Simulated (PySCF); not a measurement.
# C5H6F2: electronic excitations and core binding energies

What electronic excitations and core binding energies should C5H6F2 (`C=C/C=C/C(F)F`) show?

Programs: PySCF 2.14.0, with density-fitted response routines of our own. Each step states its level of theory. These are calculated values for one molecule in the gas phase, unless marked as measured. Atoms count from 0, in the outputs and in this text.

## Step 1: Starting geometry

13 atoms, charge 0, multiplicity 1; geometry from: GFN2-xTB.

Bonds of the start (Å): C0–C1 1.33, C1–C2 1.44, C2–C3 1.33, C3–C4 1.50, C4–F5 1.36, C4–F6 1.35, C0–H7 1.08, C0–H8 1.08, C1–H9 1.08, C2–H10 1.08, C3–H11 1.08, C4–H12 1.11.

## Step 2: Excited states and response: CAM-B3LYP/def2-SVPD

The job: settings as JSON, then the geometry in Å.

```
{"job": {"kind": "uv", "xc": "CAM-B3LYP", "basis": "def2-SVPD", "nstates": 8, "ntriplets": 3}, "charge": 0, "multiplicity": 1}
C      2.538348     0.782310    -0.024899
C      1.566636    -0.124151    -0.026107
C      0.164386     0.223052    -0.020977
C     -0.817107    -0.676758    -0.020769
C     -2.270972    -0.327078    -0.020679
F     -2.912721    -0.927352     1.020438
F     -2.486755     1.002034     0.120134
H      3.577725     0.503719    -0.025161
H      2.323525     1.838246    -0.020231
H      1.799751    -1.180492    -0.027443
H     -0.074083     1.278295    -0.021915
H     -0.624692    -1.739648    -0.008537
H     -2.788430    -0.651690    -0.941581
```

Level: TDDFT CAM-B3LYP/def2-SVPD, vertical, gas phase, core orbitals frozen in the response.

Standard output:

```text
coarse grid: 11328 points
cycle   1  E = -393.1977218303  dE =  1.014e+00  |g| = 6.982e-01  |ddm| = 5.590e+00
cycle   2  E = -393.1713759477  dE =  2.635e-02  |g| = 8.614e-01  |ddm| = 1.796e+00
cycle   3  E = -393.2923073023  dE = -1.209e-01  |g| = 6.548e-02  |ddm| = 9.401e-01
cycle   4  E = -393.2930566682  dE = -7.494e-04  |g| = 2.988e-02  |ddm| = 1.410e-01
cycle   5  E = -393.2932618286  dE = -2.052e-04  |g| = 7.405e-03  |ddm| = 5.783e-02
cycle   6  E = -393.2932748171  dE = -1.299e-05  |g| = 2.559e-03  |ddm| = 1.490e-02
cycle   7  E = -393.2932765603  dE = -1.743e-06  |g| = 3.348e-04  |ddm| = 5.178e-03
final grid: 111480 points
cycle   8  E = -393.3590062393  dE = -3.200e-05  |g| = 4.738e-03  |ddm| = 9.951e-02
cycle   9  E = -393.3590056675  dE =  5.718e-07  |g| = 5.436e-03  |ddm| = 1.296e-02
cycle  10  E = -393.3590105426  dE = -4.875e-06  |g| = 4.255e-04  |ddm| = 4.877e-03
cycle  11  E = -393.3590105786  dE = -3.600e-08  |g| = 1.417e-04  |ddm| = 9.258e-04
cycle  12  E = -393.3590105834  dE = -4.803e-09  |g| = 5.171e-05  |ddm| = 3.398e-04
cycle  13  E = -393.3590105841  dE = -6.595e-10  |g| = 8.680e-06  |ddm| = 8.806e-05
converged SCF energy = -393.3590105841

Static polarisability (au): isotropic 68.708, principal 45.021 55.541 105.562

Singlet excitations
state   eV       nm        f      main configurations
  1   5.8907    210.5   0.80977   H->L 0.98
  2   7.0658    175.5   0.00218   H->L+1 0.85, H->L+3 0.10
  3   7.3039    169.8   0.00427   H->L+2 0.59, H-1->L 0.12, H-2->L 0.11
  4   7.3416    168.9   0.00619   H->L+2 0.29, H-2->L 0.27, H-1->L 0.22
  5   7.4768    165.8   0.00756   H->L+4 0.60, H->L+3 0.17, H-1->L 0.09
  6   7.7739    159.5   0.02581   H->L+3 0.55, H->L+4 0.16
  7   7.9020    156.9   0.00323   H-3->L 0.61, H-1->L 0.19
  8   8.2002    151.2   0.00141   H-2->L 0.43, H-1->L 0.29, H->L+4 0.17

Triplet excitations (Tamm-Dancoff, eV): 3.2247 5.1340 6.9295
```

Wall time 48 s (1 thread, shared host).

Frontier orbitals and where they lie:

```tsv
orbital	eV	atoms
HOMO−3	-11.97	C1 21 %, C0 15 %, C2 12 %
HOMO−2	-11.37	C2 18 %, C3 16 %, C1 16 %
HOMO−1	-11.22	C1 17 %, C2 17 %, C3 13 %
HOMO	-8.51	C0 25 %, C3 24 %, C1 20 %
LUMO	-0.28	C0 24 %, C3 22 %, C2 17 %
LUMO+1	1.48	C3 15 %, C1 14 %, C4 13 %
LUMO+2	1.72	C0 25 %, H8 18 %, H10 12 %
```

With each of the 8 states as a Gaussian band of 0.4 eV half-width at 1/e, the curve within the window shown has maxima at 211 nm (ε 33,000), 162 nm (ε 1,500) L/(mol cm). Beyond the last state computed it falls off for lack of states. The curve at chosen wavelengths:

```csv
nm,ε (L/mol/cm)
146,86
150,338
153,702
157,1256
160,1501
164,1473
167,1269
171,913
174,649
178,379
181,304
185,597
188,1457
192,4271
195,8151
199,15649
202,22090
206,29403
209,32366
213,31906
216,28647
220,22083
223,16780
227,10576
230,7011
234,3748
```

Ground-state properties from the same run:

```tsv
property	computed
dipole moment (D)	2.54
polarisability (Å³)	10.18
HOMO–LUMO gap (eV)	8.23
−ε(HOMO) (eV)	8.51
```

## Step 3: X-ray photoelectron lines: SCAN, X2C

Same as in step 2 but for these lines:

```diff
@@ -1,2 +1,2 @@
-{"job": {"kind": "uv", "xc": "CAM-B3LYP", "basis": "def2-SVPD", "nstates": 8, "ntriplets": 3}, "charge": 0, "multiplicity": 1}
+{"job": {"kind": "xps"}, "charge": 0, "multiplicity": 1}
 C      2.538348     0.782310    -0.024899
```

Level: delta-SCF UKS SCAN, pcX-2 on the ionised atom, pcseg-1 elsewhere, spin-free X2C.

Standard output:

```text
ground state, core basis on atom 0 (C), 159 functions
  cycle   1  E = -393.73203755  |g| = 6.89e-01
  cycle   2  E = -393.59967334  |g| = 1.10e+00
  cycle   3  E = -393.81802552  |g| = 1.76e-01
  cycle   4  E = -393.82542772  |g| = 6.90e-02
  cycle   5  E = -393.82655252  |g| = 3.05e-02
  cycle   6  E = -393.82678707  |g| = 5.76e-03
  cycle   7  E = -393.82679213  |g| = 3.62e-03
  cycle   8  E = -393.82679539  |g| = 7.99e-04
  cycle   9  E = -393.82679663  |g| = 2.82e-04
  E(ground) = -393.82883438 Eh
hole in C 1s of atom 0
  cycle   1  E = -382.57135845  |g| = 1.51e+00
  cycle   2  E = -381.53338749  |g| = 1.95e+00
  cycle   3  E = -382.98177109  |g| = 5.60e-01
  cycle   4  E = -383.05435227  |g| = 4.10e-01
  cycle   5  E = -383.15307639  |g| = 1.25e-01
  cycle   6  E = -383.16011147  |g| = 4.77e-02
  cycle   7  E = -383.16126274  |g| = 9.28e-03
  cycle   8  E = -383.16132477  |g| = 5.76e-03
  cycle   9  E = -383.16135368  |g| = 3.50e-03
  cycle  10  E = -383.16137463  |g| = 2.45e-03
  cycle  11  E = -383.16139209  |g| = 1.81e-03
  cycle  12  E = -383.16141141  |g| = 1.49e-03
  cycle  13  E = -383.16141793  |g| = 7.68e-04
  cycle  14  E = -383.16142167  |g| = 3.51e-04
  E(ion) = -383.16325455 Eh   <S^2> = 0.8009   hole on atom = 1.000   binding energy = 290.225 eV
ground state, core basis on atom 1 (C), 159 functions
  cycle   1  E = -393.82721779  |g| = 6.40e-02
  cycle   2  E = -393.82611234  |g| = 7.08e-02
  cycle   3  E = -393.82705291  |g| = 3.95e-02
  cycle   4  E = -393.82748537  |g| = 1.12e-02
  cycle   5  E = -393.82751840  |g| = 2.19e-03
  cycle   6  E = -393.82751966  |g| = 5.01e-04
  cycle   7  E = -393.82751957  |g| = 1.66e-04
  E(ground) = -393.82964322 Eh
hole in C 1s of atom 1
  cycle   1  E = -382.56134326  |g| = 1.51e+00
  cycle   2  E = -379.91469996  |g| = 2.32e+00
  cycle   3  E = -382.58144541  |g| = 9.61e-01
  cycle   4  E = -383.06713192  |g| = 3.79e-01
  cycle   5  E = -383.10191853  |g| = 2.45e-01
  cycle   6  E = -383.13083693  |g| = 9.22e-02
  cycle   7  E = -383.13476892  |g| = 2.49e-02
  cycle   8  E = -383.13510866  |g| = 1.17e-02
  cycle   9  E = -383.13529440  |g| = 8.21e-03
  cycle  10  E = -383.13544088  |g| = 6.70e-03
  cycle  11  E = -383.13561954  |g| = 5.78e-03
  cycle  12  E = -383.13585159  |g| = 5.11e-03
  cycle  13  E = -383.13597344  |g| = 2.96e-03
  cycle  14  E = -383.13598405  |g| = 2.08e-03
  cycle  15  E = -383.13598717  |g| = 1.39e-03
  cycle  16  E = -383.13598970  |g| = 6.91e-04
  cycle  17  E = -383.13598930  |g| = 3.88e-04
  E(ion) = -383.13742037 Eh   <S^2> = 0.8902   hole on atom = 1.000   binding energy = 290.950 eV
ground state, core basis on atom 2 (C), 159 functions
  cycle   1  E = -393.82768251  |g| = 6.06e-02
  cycle   2  E = -393.82722331  |g| = 4.84e-02
  cycle   3  E = -393.82729852  |g| = 4.33e-02
  cycle   4  E = -393.82781634  |g| = 1.14e-02
  cycle   5  E = -393.82785316  |g| = 1.01e-03
  cycle   6  E = -393.82785636  |g| = 4.58e-04
  E(ground) = -393.83000935 Eh
hole in C 1s of atom 2
  cycle   1  E = -382.55600742  |g| = 1.51e+00
  cycle   2  E = -381.58061225  |g| = 1.99e+00
  cycle   3  E = -383.01899958  |g| = 4.88e-01
  cycle   4  E = -383.08721694  |g| = 3.04e-01
  cycle   5  E = -383.12888559  |g| = 9.44e-02
  cycle   6  E = -383.13250237  |g| = 3.64e-02
  cycle   7  E = -383.13308335  |g| = 2.30e-02
  cycle   8  E = -383.13353450  |g| = 1.12e-02
  cycle   9  E = -383.13375469  |g| = 8.38e-03
  cycle  10  E = -383.13393961  |g| = 7.49e-03
  cycle  11  E = -383.13422457  |g| = 5.15e-03
  cycle  12  E = -383.13434773  |g| = 3.04e-03
  cycle  13  E = -383.13438018  |g| = 2.44e-03
  cycle  14  E = -383.13438589  |g| = 1.19e-03
  cycle  15  E = -383.13438571  |g| = 8.90e-04
  cycle  16  E = -383.13438766  |g| = 3.14e-04
  E(ion) = -383.13602672 Eh   <S^2> = 0.8906   hole on atom = 1.000   binding energy = 290.998 eV
ground state, core basis on atom 3 (C), 159 functions
  cycle   1  E = -393.82803875  |g| = 6.27e-02
  cycle   2  E = -393.82734375  |g| = 5.92e-02
  cycle   3  E = -393.82776324  |g| = 4.22e-02
  cycle   4  E = -393.82822730  |g| = 1.10e-02
  cycle   5  E = -393.82826152  |g| = 2.10e-03
  cycle   6  E = -393.82826437  |g| = 4.79e-04
  E(ground) = -393.83053058 Eh
hole in C 1s of atom 3
  cycle   1  E = -382.56206900  |g| = 1.52e+00
  cycle   2  E = -381.26220624  |g| = 2.13e+00
  cycle   3  E = -382.96614285  |g| = 5.91e-01
  cycle   4  E = -383.05666588  |g| = 3.99e-01
  cycle   5  E = -383.14327452  |g| = 1.24e-01
  cycle   6  E = -383.15067620  |g| = 5.52e-02
  cycle   7  E = -383.15213182  |g| = 1.19e-02
  cycle   8  E = -383.15219061  |g| = 6.46e-03
  cycle   9  E = -383.15222100  |g| = 2.79e-03
  cycle  10  E = -383.15223251  |g| = 1.64e-03
  cycle  11  E = -383.15223807  |g| = 8.80e-04
  cycle  12  E = -383.15224016  |g| = 6.74e-04
  cycle  13  E = -383.15224140  |g| = 2.93e-04
  E(ion) = -383.15431247 Eh   <S^2> = 0.7868   hole on atom = 1.000   binding energy = 290.515 eV
ground state, core basis on atom 4 (C), 159 functions
  cycle   1  E = -393.83499556  |g| = 6.17e-02
  cycle   2  E = -393.83447442  |g| = 5.21e-02
  cycle   3  E = -393.83458083  |g| = 4.59e-02
  cycle   4  E = -393.83514228  |g| = 8.24e-03
  cycle   5  E = -393.83515844  |g| = 1.61e-03
  cycle   6  E = -393.83515951  |g| = 5.64e-04
  cycle   7  E = -393.83515887  |g| = 1.17e-04
  E(ground) = -393.83528831 Eh
hole in C 1s of atom 4
  cycle   1  E = -382.42494186  |g| = 1.50e+00
  cycle   2  E = -374.69399057  |g| = 3.49e+00
  cycle   3  E = -379.48453219  |g| = 2.10e+00
  cycle   4  E = -382.86040938  |g| = 5.63e-01
  cycle   5  E = -382.89226664  |g| = 3.96e-01
  cycle   6  E = -382.95620803  |g| = 1.75e-01
  cycle   7  E = -382.97073543  |g| = 4.86e-02
  cycle   8  E = -382.97179542  |g| = 2.74e-02
  cycle   9  E = -382.97214815  |g| = 8.97e-03
  cycle  10  E = -382.97218355  |g| = 2.81e-03
  cycle  11  E = -382.97218756  |g| = 2.06e-03
  cycle  12  E = -382.97219164  |g| = 9.96e-04
  cycle  13  E = -382.97219290  |g| = 7.32e-04
  cycle  14  E = -382.97219366  |g| = 4.58e-04
  E(ion) = -382.97438751 Eh   <S^2> = 0.7726   hole on atom = 1.000   binding energy = 295.540 eV
ground state, core basis on atom 5 (F), 159 functions
  cycle   1  E = -393.87120664  |g| = 1.17e-01
  cycle   2  E = -393.87088519  |g| = 6.04e-02
  cycle   3  E = -393.87080450  |g| = 6.57e-02
  cycle   4  E = -393.87138466  |g| = 4.71e-03
  cycle   5  E = -393.87138898  |g| = 1.06e-03
  cycle   6  E = -393.87138967  |g| = 5.44e-04
  cycle   7  E = -393.87138918  |g| = 1.03e-04
  E(ground) = -393.87465198 Eh
hole in F 1s of atom 5
  cycle   1  E = -367.51057540  |g| = 2.58e+00
  cycle   2  E = -366.28984051  |g| = 2.53e+00
  cycle   3  E = -367.72341030  |g| = 1.06e+00
  cycle   4  E = -368.21829092  |g| = 5.83e-01
  cycle   5  E = -368.36083489  |g| = 2.78e-01
  cycle   6  E = -368.40210516  |g| = 1.05e-01
  cycle   7  E = -368.40681863  |g| = 4.56e-02
  cycle   8  E = -368.40795130  |g| = 8.51e-03
  cycle   9  E = -368.40798588  |g| = 3.73e-03
  cycle  10  E = -368.40799245  |g| = 1.54e-03
  cycle  11  E = -368.40799291  |g| = 5.71e-04
  cycle  12  E = -368.40799346  |g| = 4.09e-04
  E(ion) = -368.41788866 Eh   <S^2> = 0.7582   hole on atom = 1.000   binding energy = 692.714 eV
```

It took 1.9 min on 1 thread, shared host.

The holes in one table. −ε is the ground-state orbital energy:

```tsv
hole	stands for	environment	ΔSCF (eV)	−ε (eV)	⟨S²⟩
C1s on C0	C0	terminal =CH2 carbon	290.23	273.9	0.801
C1s on C1	C1	alkene CH	290.95 (doubtful)	274.2	0.890
C1s on C2	C2	alkene CH	291.00 (doubtful)	274.4	0.891
C1s on C3	C3	alkene CH	290.51	274.2	0.787
C1s on C4	C4	allylic sp3 CH bonded to 2 F	295.54	278.1	0.773
F1s on F5	F5, F6	fluorine of a CF2 group	692.71	666.9	0.758
```

Each hole run stands for the others of its class of like atoms.

Doubtful: the ion did not converge, its hole moved, or its ⟨S²⟩ is well above 0.75.

## Step 4: Summary of results

```
                                                    quantity                               value
                        lowest singlet (CAM-B3LYP/def2-SVPD)         5.89 eV (210 nm), f = 0.810
                                              lowest triplet                             3.22 eV
C1s binding energies, SCAN/pcX-2 (standing for 3 of 5 atoms)  C4 295.54, C3 290.51, C0 290.23 eV
                            F1s binding energies, SCAN/pcX-2                        F5 692.71 eV
```

What this shows: The first singlet state (HOMO→LUMO 0.98) lies at 5.89 eV and is bright. The lowest triplet lies 2.67 eV below the lowest singlet (triplets in Tamm-Dancoff, singlets in full TDDFT). The C1s levels kept as sound span 5.31 eV, from C0 (terminal =CH2 carbon) up to C4 (allylic sp3 CH bonded to 2 F). Only 3 of the 5 C atoms are covered by sound results.
